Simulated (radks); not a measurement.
# K⁺ in [Ar]: an all-electron calculation

The task here is to estimate one member of a computed series from the others.

Program: radks (a radial shooting solver on a logarithmic mesh, Libxc functionals) version 1. Level of theory: scalar-relativistic Kohn-Sham, PBE, spin-unpolarised, spherical densities, finite nucleus. These are calculated values, not measurements, unless marked.

### Starting point

- element: potassium (Z = 19)
- charge: +1
- electrons: 18
- configuration: [Ar]
- nuclear rms radius: 3.4349 fm

The outer shells:

K⁺
```
[Ne] core
3s [↑↓]
3p [↑↓][↑↓][↑↓]
```

Set-up of the first run:

Input:

```text
Z 19
configuration [Ar] 4s0 3d0
relativity scalar-relativistic
functional pbe,pbe
spin unpolarised
nucleus finite rms 3.4349 fm
c 137.035999084
```

Run with:

```console
$ python run_ks.py task.json out
```

The same process makes all the runs of this session.

Among the steps run: Self-consistent calculation.

One of the session's tables, all rows but one given; the rest of the session is left out.

It belongs to the step «Shells». Radial moments (bohr):

| level | <r> | outermost maximum (interpolated) | 90 % within | nodes |
| --- | --- | --- | --- | --- |
| 1s | ? | ? | ? | ? |
| 2s | 0.3876 | 0.318 | 0.604 | 1 |
| 2p | 0.3505 | 0.263 | 0.579 | 0 |
| 3s | 1.267 | 1.08 | 1.91 | 2 |
| 3p | 1.426 | 1.16 | 2.22 | 1 |

Estimate the missing values for 1s.

As computed: <r>: 0.08105; outermost maximum (interpolated): 0.0530; 90 % within: 0.145; nodes: 0. In the column «<r>» it is the lowest.
